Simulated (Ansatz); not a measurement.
# F2H2N2W: how energies converge with the basis set

One table from this session's results is given with a row withheld; the runs are named, their logs left out.

Computed with Ansatz 0.2.0, Gaussian basis. Level: one geometry, several basis sets.

Plan: PBE0-D4/def2-SVP; ωB97M-V/def2-SVP; PBE0-D4/def2-QZVPP; ωB97M-V/def2-QZVPP; the functionals' def2-TZVPP values are taken from earlier runs.

## The relaxed structure

The geometry comes from an earlier relaxation with PBE0-D4 in a triple-zeta def2 set; it is a stationary point, not always the lowest conformer. W takes the def2 core potential; no spin-orbit term is included.

SMILES `[NH]=[W](=[NH])([F])[F]`, 7 atoms, charge 0, spin multiplicity 1.

Atoms are counted from 1 here; the program's logs count them from 0.

Bond lengths: N1–W2 1.739 Å, N1–H6 1.008 Å, W2–N3 1.739 Å, W2–F4 1.868 Å, W2–F5 1.868 Å, N3–H7 1.008 Å. Angles: W2–N1–H6 155.6°, N1–W2–N3 110.1°, N1–W2–F4 108.0°, N1–W2–F5 108.0°, N3–W2–F4 108.0°, N3–W2–F5 108.0°, F4–W2–F5 114.8°, W2–N3–H7 155.6°.

The first run:

Input file in.yaml:

```yaml
crystal:
  periodic: [false, false, false]
  atoms:
    - {symbol: N, position_ang: [-1.210321, 0.627935, 0.591469]}
    - {symbol: W, position_ang: [-0.014452, 0.051134, -0.531412]}
    - {symbol: N, position_ang: [1.268769, -0.754653, 0.321645]}
    - {symbol: F, position_ang: [-0.832906, -1.197375, -1.654035]}
    - {symbol: F, position_ang: [0.715697, 1.531132, -1.406293]}
    - {symbol: H, position_ang: [-1.619820, 0.777832, 1.500052]}
    - {symbol: H, position_ang: [1.754333, -1.103906, 1.132774]}
basis:
  gaussian: {orbitals: def2-SVP}
hamiltonian: {xc: pbe0, dispersion: d4}
output: {orbitals: {seedname: orbitals}}
```

Steps of the session up to this table: PBE0-D4 in def2-SVP; ωB97M-V in def2-SVP; PBE0-D4 in def2-QZVPP; ωB97M-V in def2-QZVPP.

One of the session's tables, all rows but one given; the rest of the session is left out.

It belongs to the step «Functionals by basis». 

| functional | basis | HOMO (eV) |
| --- | --- | --- |
| PBE0-D4 | def2-SVP | -8.22 |
| PBE0-D4 | def2-TZVPP | -8.27 |
| PBE0-D4 | def2-QZVPP | -8.30 |
| ωB97M-V | def2-SVP | -10.43 |
| ωB97M-V | def2-TZVPP | -10.49 |
| ωB97M-V | def2-QZVPP | ? |

Estimate the missing values for ωB97M-V, def2-QZVPP.

**Answer.** HOMO (eV): -10.53. In the column «HOMO (eV)» it is the lowest.
